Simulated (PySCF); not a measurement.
# C3H10Si (trimethylsilane) at 5 levels

We compute a comparison of 5 runs (B2PLYP/cc-pVDZ, CAM-B3LYP/cc-pVDZ, M06-2X/cc-pVDZ, wB97M-V/cc-pVDZ, wB97X/cc-pVDZ) of C3H10Si (trimethylsilane). Input form: a Python script.

The results are computed with PySCF 2.14.0.

1 further run of the same task is left out (set aside as unsound or not needed).

**1. The structure to begin with**

C3H10Si: 14 atoms, total charge 0, spin state singlet. SMILES: `C[SiH](C)C`. Geometry: relaxed at PBE0-D4/def2-TZVP.

Bond lengths: C1–Si2 1.874 Å, Si2–C3 1.874 Å, Si2–C4 1.874 Å, C1–H5 1.093 Å, C1–H6 1.093 Å, C1–H7 1.094 Å, Si2–H8 1.494 Å, C3–H9 1.094 Å, C3–H10 1.093 Å, C3–H11 1.093 Å, C4–H12 1.093 Å, C4–H13 1.094 Å, C4–H14 1.093 Å. Some angles: C1–Si2–C3 110.3°, C1–Si2–C4 110.3°, C3–Si2–C4 110.3°, C1–Si2–H8 108.6°, C3–Si2–H8 108.6°, C4–Si2–H8 108.6°, Si2–C1–H5 111.2°, Si2–C1–H6 111.1°, Si2–C1–H7 110.9°, Si2–C3–H9 110.9°.

**2. A single-point energy at B2PLYP/cc-pVDZ (run 1)**

The input, job.py:

```python
from pyscf import gto, dft, mp

system = gto.M(
    atom='''
C     -1.808090     2.045818    -1.962292
Si    -0.640239    -0.027590     0.659325
C      2.342127     1.292762     2.036747
C     -0.096943    -3.319682    -0.524588
H     -3.567992     1.317517    -2.760701
H     -2.165437     3.965968    -1.290872
H     -0.418763     2.156744    -3.488245
H     -2.606877    -0.112061     2.684167
H      3.834254     1.386114     0.610004
H      3.026963     0.119998     3.592747
H      2.044306     3.201385     2.767126
H     -1.830767    -4.127162    -1.303533
H      1.335847    -3.339713    -2.013881
H      0.551611    -4.560098     0.993996
''',
    verbose=4,
    basis='cc-pvdz',
    max_memory=1860,
    unit='bohr',
)

ks = dft.RKS(system, xc='0.53*HF + 0.47*B88, 0.73*LYP')
ks.grids.level = 5
ks.conv_tol = 1e-10
ks.kernel()
if not ks.converged:
    ks = ks.newton().run(ks.mo_coeff, ks.mo_occ)

pt = mp.MP2(ks, frozen=8).run()
e_tot = ks.e_tot + 0.27 * pt.e_corr
print('PT2 part  %.8f' % (0.27 * pt.e_corr))
print(f'total energy: {e_tot:.8f} hartree')
```

Launch:

```
$ OMP_NUM_THREADS=1 python job.py
```

Output:

```text
PySCF version 2.14.0

[... 82 lines left out ...]
converged SCF energy = -409.388407685498
[... 1 line left out ...]
******** <class 'pyscf.mp.mp2.RMP2'> ********
nocc = 13, nmo = 102
frozen orbitals 8
E(RMP2) = -410.054685227274  E_corr = -0.666277541776139
E(SCS-RMP2) = -410.063516638905  E_corr = -0.675108953407205
E_corr(same-spin) = -0.143566265450955
E_corr(oppo-spin) = -0.522711276325183
PT2 part  -0.17989494
total energy: -409.56830262 hartree
```

Wall time 35 s (1 thread of Intel Xeon at 2.70GHz, shared host); peak memory 0.59 GiB.

**3. The energy at CAM-B3LYP/cc-pVDZ (run 2)**

The input, run.py:

```python
# C[SiH](C)C
from pyscf import gto, dft

system = gto.M(
    atom='''
C     -1.808090     2.045818    -1.962292
Si    -0.640239    -0.027590     0.659325
C      2.342127     1.292762     2.036747
C     -0.096943    -3.319682    -0.524588
H     -3.567992     1.317517    -2.760701
H     -2.165437     3.965968    -1.290872
H     -0.418763     2.156744    -3.488245
H     -2.606877    -0.112061     2.684167
H      3.834254     1.386114     0.610004
H      3.026963     0.119998     3.592747
H      2.044306     3.201385     2.767126
H     -1.830767    -4.127162    -1.303533
H      1.335847    -3.339713    -2.013881
H      0.551611    -4.560098     0.993996
''',
    unit='bohr',
    verbose=3,
    max_memory=1860,
    basis='cc-pvdz',
)

myscf = dft.RKS(system)
myscf.xc = 'cam-b3lyp'
myscf.conv_tol = 1e-10
myscf.grids.level = 5
myscf.kernel()
if not myscf.converged:
    myscf = myscf.newton().run(myscf.mo_coeff, myscf.mo_occ)

etot = myscf.e_tot
print('E(%s) = %.9f' % ('CAM-B3LYP', etot))
```

Launch:

```
$ OMP_NUM_THREADS=1 python run.py
```

Output:

```text
converged SCF energy = -409.773194234577
E(CAM-B3LYP) = -409.773194235
```

It took 56 s on 1 thread of Intel Xeon at 2.70GHz, shared host; peak memory 0.59 GiB.

Run 3 isn't shown in full; the table further down has it.

**4. The energy at wB97M-V/cc-pVDZ (run 4)**

The input, input.py:

```python
# C[SiH](C)C
from pyscf import gto, dft

mol = gto.Mole()
mol.atom = '''
C     -0.956800     1.082600    -1.038400
Si    -0.338800    -0.014600     0.348900
C      1.239400     0.684100     1.077800
C     -0.051300    -1.756700    -0.277600
H     -1.888100     0.697200    -1.460900
H     -1.145900     2.098700    -0.683100
H     -0.221600     1.141300    -1.845900
H     -1.379500    -0.059300     1.420400
H      2.029000     0.733500     0.322800
H      1.601800     0.063500     1.901200
H      1.081800     1.694100     1.464300
H     -0.968800    -2.184000    -0.689800
H      0.706900    -1.767300    -1.065700
H      0.291900    -2.413100     0.526000
'''
mol.max_memory = 1860
mol.basis = 'cc-pvdz'
mol.verbose = 3
mol.charge = 0
mol.build()

myscf = dft.RKS(mol, xc='wb97m-v')
myscf.grids.level = 5
myscf.conv_tol = 1e-10
myscf.nlcgrids.level = 1
myscf.kernel()
if not myscf.converged:
    myscf = myscf.newton().run(myscf.mo_coeff, myscf.mo_occ)

e_final = myscf.e_tot
print('Final energy', e_final)
```

Launch:

```
$ OMP_NUM_THREADS=1 python input.py
```

Output:

```text
converged SCF energy = -409.738455888513
Final energy -409.73845588851316
```

Run time: 3.5 min. Hardware: 1 thread of Intel Xeon at 2.70GHz, shared host; peak memory 0.65 GiB.

**5. The energy at wB97X/cc-pVDZ (run 5)**

The input, calc.py:

```python
from pyscf import gto, dft

mol = gto.M(
    atom=[
    ('C', (-0.956800, 1.082600, -1.038400)),
    ('Si', (-0.338800, -0.014600, 0.348900)),
    ('C', (1.239400, 0.684100, 1.077800)),
    ('C', (-0.051300, -1.756700, -0.277600)),
    ('H', (-1.888100, 0.697200, -1.460900)),
    ('H', (-1.145900, 2.098700, -0.683100)),
    ('H', (-0.221600, 1.141300, -1.845900)),
    ('H', (-1.379500, -0.059300, 1.420400)),
    ('H', (2.029000, 0.733500, 0.322800)),
    ('H', (1.601800, 0.063500, 1.901200)),
    ('H', (1.081800, 1.694100, 1.464300)),
    ('H', (-0.968800, -2.184000, -0.689800)),
    ('H', (0.706900, -1.767300, -1.065700)),
    ('H', (0.291900, -2.413100, 0.526000)),
],
    verbose=3,
    basis='cc-pvdz',
    max_memory=1860,
)

ks = dft.RKS(mol, xc='wb97x')
ks.grids.level = 5
ks.conv_tol = 1e-10
ks.kernel()
if not ks.converged:
    ks = ks.newton().run(ks.mo_coeff, ks.mo_occ)

e_tot = ks.e_tot
print('Final energy', e_tot)
```

Launch:

```
$ OMP_NUM_THREADS=1 python calc.py
```

Output:

```text
converged SCF energy = -409.817764408094
Final energy -409.8177644080944
```

Wall time 60 s (1 thread of Intel Xeon at 2.70GHz, shared host); peak memory 0.59 GiB.

**6. The series**

```
run              level  frozen core orbitals  nlc grid  energy (Eh)  dipole moment (D)  HOMO energy (eV)  LUMO energy (eV)  wall time
  1     B2PLYP/cc-pVDZ                     8         –  -409.568303               0.59             -9.63              2.73       35 s
  2  CAM-B3LYP/cc-pVDZ                     –         –  -409.773194               0.61             -9.81              2.63       56 s
  3     M06-2X/cc-pVDZ                     –         –  -409.756751               0.59             -9.59              2.52       56 s
  4    wB97M-V/cc-pVDZ                     –         1  -409.738456               0.61            -10.68              3.40    3.5 min
  5      wB97X/cc-pVDZ                     –         –  -409.817764               0.62            -10.86              3.83       60 s
```

**7. Summary of results**

| quantity | value |
| --- | --- |
| run 5: total energy | -409.81776 Eh |
| run 5: dipole moment | 0.62 D |
| run 5: HOMO energy | -10.86 eV |
| run 5: LUMO energy | 3.83 eV |
| run 5: HOMO–LUMO gap | 14.68 eV |

**Reading.** The dipole moment (its size) runs from 0.59 D (M06-2X/cc-pVDZ) to 0.62 D (wB97X/cc-pVDZ). The HOMO–LUMO gap runs from 12.11 eV (M06-2X/cc-pVDZ) to 14.68 eV (wB97X/cc-pVDZ). Totals of different functionals can't be ranked against each other. All runs together took 7 min, the longest 3.5 min.
